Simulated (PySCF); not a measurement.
# CH2GeN (SMILES N#[C][GeH2]) at 3 levels

We compute a comparison of 3 runs (UMN15-L-D3(0)/pcseg-0, TD-HSE12/pc-0, CIS/6-311G**) of CH2GeN. 

The calculation is run with PySCF 2.14.0.

4 further runs of the same task are left out: 1 that didn't finish, 3 set aside as unsound or not needed.

## 1. The system as given

CH2GeN: 5 atoms, total charge 0, spin state doublet. SMILES: `N#[C][GeH2]`. Geometry: relaxed at PBE0-D4/def2-TZVP.

Bond lengths: N1–C2 1.154 Å, C2–Ge3 1.912 Å, Ge3–H4 1.534 Å, Ge3–H5 1.534 Å. Angles: N1–C2–Ge3 175.5°, C2–Ge3–H4 108.2°, C2–Ge3–H5 108.2°, H4–Ge3–H5 114.7°.

## 2. The charge distribution at UMN15-L-D3(0)/pcseg-0 (Cartesian functions, C-PCM chlorobenzene) (run 1)

Contents of run.py:

```python
from pyscf import gto, dft, solvent

mol = gto.Mole()
mol.atom = '''
N      3.005987    -1.945095     2.443794
C      1.584346    -1.012704     1.077900
Ge    -0.596964     0.456180    -1.398586
H     -3.134867    -0.941084    -1.315060
H     -0.764016     3.303997    -0.886093
'''
mol.charge = 0
mol.spin = 1
mol.max_memory = 1860
mol.unit = 'bohr'
mol.cart = True
mol.basis = 'pcseg-0'
mol.verbose = 4
mol.symmetry = True
mol.build()

ks = dft.UKS(mol)
ks.xc = 'mn15-l'
ks = ks.PCM()
ks.with_solvent.method = 'C-PCM'
ks.with_solvent.eps = 5.6968  # chlorobenzene
ks.max_cycle = 100
ks.disp = 'd3zero'
ks.kernel()
if not ks.converged:
    ks = ks.newton().run(ks.mo_coeff, ks.mo_occ)

energy = ks.e_tot
print('E(%s) = %.9f' % ('MN15-L', energy))
ks.analyze()
quad = ks.quad_moment()
```

Run with:

```
$ OMP_NUM_THREADS=1 python run.py
```

What it wrote:

```text
PySCF version 2.14.0

[... 75 lines left out ...]
Solvent Energy = -0.0149089906624805
[... 35 lines left out ...]
Solvent Energy = -0.00747886383601413
[... 31 lines left out ...]
converged SCF energy = -2168.14797030465  <S^2> = 0.75484092  2S+1 = 2.0048351
[... 7 lines left out ...]
DFT Exchange-Correlation Energy =      -91.689374866675990
[... 78 lines left out ...]
Dipole moment(X, Y, Z, Debye): -2.78325,  1.87732, -3.18813
Traceless quadrupole moment (Debye*A):
```

Wall time 17 s (1 thread of AMD EPYC, shared host); peak memory 0.32 GiB.

Atomic charges (e):

```
atom  Mulliken
  N1    -0.494
  C2    -0.166
 Ge3    +0.716
  H4    -0.028
  H5    -0.028
```

## 3. The excited states at TD-HSE12/pc-0 (run 2)

Contents of run.py:

```python
from pyscf import gto, dft, tdscf

mol = gto.M(
    atom='''
N      3.005987    -1.945095     2.443794
C      1.584346    -1.012704     1.077900
Ge    -0.596964     0.456180    -1.398586
H     -3.134867    -0.941084    -1.315060
H     -0.764016     3.303997    -0.886093
''',
    spin=1,
    unit='bohr',
    basis='pc-0',
    max_memory=1860,
    verbose=4,
)

mf = dft.UKS(mol)
mf.xc = 'hse12'
mf.max_cycle = 100
mf.kernel()
if not mf.converged:
    mf = mf.newton().run(mf.mo_coeff, mf.mo_occ)

etot = mf.e_tot
print('Final energy', etot)

td = mf.TDDFT()
td.nstates = 10
td.kernel()
td.analyze()
roots = td.e * 27.211386
osc = td.oscillator_strength()
print('state   eV      nm      f')
for i, (w, f) in enumerate(zip(roots, osc), 1):
    print('%3d %9.4f %8.1f %9.5f' % (i, w, 1239.842 / w, f))
```

Run with:

```
$ OMP_NUM_THREADS=1 python run.py
```

What it wrote:

```text
PySCF version 2.14.0

[... 102 lines left out ...]
converged SCF energy = -2168.74787991116  <S^2> = 0.75280259  2S+1 = 2.0028006
Final energy -2168.747879911164
[... 75 lines left out ...]
** Transition electric dipole moments (AU) **
[... 7 lines left out ...]
** Transition velocity dipole moments (imaginary part, AU) **
[... 7 lines left out ...]
** Transition magnetic dipole moments (imaginary part, AU) **
state          X           Y           Z
  1         0.5102     -0.3141      0.2878
  2        -0.0745     -0.1338     -0.0134
  3        -0.0750     -0.1342     -0.0136
[... 6 lines of this table left out ...]
 10         0.1093      0.1956      0.0200
state   eV      nm      f
  1    4.5938    269.9   0.00132
  2    4.6835    264.7   0.00320
  3    4.9395    251.0   0.00260
[... 6 lines of this table left out ...]
 10    7.1626    173.1   0.03181
```

It took 81 s on 1 thread of AMD EPYC, shared host; peak memory 0.36 GiB.

The roots found:

```
excited state  energy (eV)  strength
            1        4.594    0.0013
            2        4.683    0.0032
            3        4.939    0.0026
            4        5.487    0.0078
            5        5.664    0.0087
            6        5.691    0.0550
            7        6.099    0.0009
            8        6.679    0.0002
            9        6.974    0.0199
           10        7.163    0.0318
```

## 4. The vertical excitations at CIS/6-311G(d,p) (density fitting with def2-universal-jkfit, Cartesian functions) (run 3)

Contents of calc.py:

```python
# N#[C][GeH2]
from pyscf import gto, tdscf

mol = gto.Mole()
mol.atom = '''
N    1.590700  -1.029300   1.293200
C    0.838400  -0.535900   0.570400
Ge  -0.315900   0.241400  -0.740100
H   -1.658900  -0.498000  -0.695900
H   -0.404300   1.748400  -0.468900
'''
mol.cart = True
mol.verbose = 4
mol.spin = 1
mol.max_memory = 1860
mol.basis = '6-311g**'
mol.build()

mf = mol.UHF()
mf = mf.density_fit(auxbasis='def2-universal-jkfit')
mf = mf.newton()
mf.kernel()

energy = mf.e_tot
print('Final energy', energy)

td = mf.TDA()
td.nstates = 10
td.kernel()
td.analyze()
roots = td.e * 27.211386
osc = td.oscillator_strength()
print('state   eV      nm      f')
for i, (w, f) in enumerate(zip(roots, osc), 1):
    print('%3d %9.4f %8.1f %9.5f' % (i, w, 1239.842 / w, f))
```

Run with:

```
$ OMP_NUM_THREADS=1 python calc.py
```

What it wrote:

```text
PySCF version 2.14.0

[... 65 lines left out ...]
converged SCF energy = -2168.78741862309  <S^2> = 0.80568108  2S+1 = 2.0549268
Final energy -2168.787418623093
[... 125 lines left out ...]
** Transition electric dipole moments (AU) **
[... 7 lines left out ...]
** Transition velocity dipole moments (imaginary part, AU) **
[... 7 lines left out ...]
** Transition magnetic dipole moments (imaginary part, AU) **
state          X           Y           Z
  1        -0.0277     -0.0496     -0.0050
  2        -0.4162      0.2569     -0.2406
  3        -0.0492     -0.0881     -0.0089
[... 6 lines of this table left out ...]
 10        -0.1066     -0.1907     -0.0193
state   eV      nm      f
  1    5.1463    240.9   0.00266
  2    5.5372    223.9   0.00192
  3    5.9034    210.0   0.00041
[... 6 lines of this table left out ...]
 10    7.4556    166.3   0.01536
```

Wall time 1.8 min (1 thread of AMD EPYC, shared host); peak memory 0.24 GiB.

The roots found:

```
excited state  energy (eV)  strength
            1        5.146    0.0027
            2        5.537    0.0019
            3        5.903    0.0004
            4        6.155    0.0224
            5        6.186    0.0893
            6        6.491    0.0307
            7        6.811    0.0001
            8        6.969    0.0004
            9        7.065    0.0176
           10        7.456    0.0154
```

## 5. The series

```
run                                                                          level        task  Cartesian functions   energy (Eh)  dipole moment (D) of the reference  HOMO energy (eV)  LUMO energy (eV)  wall time
  1               UMN15-L-D3(0)/pcseg-0 (Cartesian functions, C-PCM chlorobenzene)  properties                  yes  -2168.147970                                4.63             -6.13             -3.95       17 s
  2                                                                  TD-HSE12/pc-0     excited                   no  -2168.747880                                3.75             -6.93             -3.99       81 s
  3  CIS/6-311G** (density fitting with def2-universal-jkfit, Cartesian functions)     excited                  yes  -2168.787419                                3.94             -9.97              0.01    1.8 min
```

## 6. Summary of results

| quantity | value |
| --- | --- |
| run 3: ground-state or mean-field energy | -2168.78742 Eh |
| run 3: dipole moment (Hartree–Fock density) | 3.94 D |
| run 3: HOMO energy (Hartree–Fock orbitals) (highest over α and β) | -9.97 eV |
| run 3: LUMO energy (Hartree–Fock orbitals) (lowest over α and β) | 0.01 eV |
| run 3: ⟨S²⟩ of the reference determinant | 0.806 |
| run 3: lowest excitation energy | 5.15 eV |

All runs together took 3.5 min, the longest 1.8 min.
